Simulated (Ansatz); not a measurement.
# CH3BFNO: small, medium and large basis sets

Aim: see how fast density functionals converge with the basis set for CH3BFNO.

The runs use Ansatz 0.2.0, Gaussian basis; one geometry, several basis sets.

Plan: PBE0-D4/def2-SVP; ωB97M-V/def2-SVP; PBE0-D4/def2-QZVPP; ωB97M-V/def2-QZVPP; the functionals' def2-TZVPP values are taken from earlier runs.

## (1) The geometry

The geometry comes from an earlier relaxation with PBE0-D4 in a triple-zeta def2 set; it is a stationary point, not always the lowest conformer.

SMILES `NC1(F)BO1`, 8 atoms, charge 0, spin multiplicity 1.

Atoms are counted from 1 here; the program's logs count them from 0.

Bond lengths: N1–C2 1.387 Å, N1–H6 1.009 Å, N1–H7 1.013 Å, C2–F3 1.372 Å, C2–B4 1.510 Å, C2–O5 1.462 Å, B4–O5 1.335 Å, B4–H8 1.182 Å. Angles: C2–N1–H6 112.2°, C2–N1–H7 112.6°, H6–N1–H7 110.3°, N1–C2–F3 113.8°, N1–C2–B4 127.1°, N1–C2–O5 115.3°, F3–C2–B4 118.6°, F3–C2–O5 108.3°, B4–C2–O5 53.3°, C2–B4–O5 61.5°, C2–B4–H8 160.7°, O5–B4–H8 137.7°, C2–O5–B4 65.2°.

Coordinates:

```
N    -0.4310    1.1484    0.1846
C     0.0541   -0.0612   -0.2896
F     0.1221   -0.1327   -1.6583
B     0.3376   -1.3072    0.5151
O     1.3469   -0.4730    0.2553
H    -1.4395    1.1701    0.2114
H    -0.0753    1.9416   -0.3362
H     0.1772   -2.3431    1.0619
```

## (2) PBE0-D4 in def2-SVP

in.yaml reads:

```yaml
crystal:
  periodic: [false, false, false]
  atoms:
    - {symbol: N, position_ang: [-0.430979, 1.148428, 0.184566]}
    - {symbol: C, position_ang: [0.054091, -0.061219, -0.289630]}
    - {symbol: F, position_ang: [0.122120, -0.132661, -1.658333]}
    - {symbol: B, position_ang: [0.337562, -1.307218, 0.515117]}
    - {symbol: O, position_ang: [1.346918, -0.472953, 0.255331]}
    - {symbol: H, position_ang: [-1.439473, 1.170071, 0.211366]}
    - {symbol: H, position_ang: [-0.075323, 1.941583, -0.336157]}
    - {symbol: H, position_ang: [0.177185, -2.343131, 1.061940]}
basis:
  gaussian: {orbitals: def2-SVP}
hamiltonian: {xc: pbe0, dispersion: d4}
output: {orbitals: {seedname: orbitals}}
```

The runs that follow: ωB97M-V in def2-SVP; PBE0-D4 in def2-QZVPP; ωB97M-V in def2-QZVPP.

Q: Predict the results of all the runs planned. Wanted: PBE0-D4: double and triple zeta above quadruple; ωB97M-V: double and triple zeta above quadruple.

**Answer**, as computed:

| quantity | value |
| --- | --- |
| PBE0-D4: double and triple zeta above quadruple | 9.85, 0.44 eV |
| ωB97M-V: double and triple zeta above quadruple | 10.07, 0.41 eV |

PBE0-D4 gains 9.42 eV from double to triple zeta, then 0.44 eV more. These are total energies; as a rule much of such shifts cancels in differences, which this series doesn't test. The LUMO of ωB97M-V is positive and keeps falling with the basis (1.65 to 1.00 eV): an unbound level that the basis holds in place.
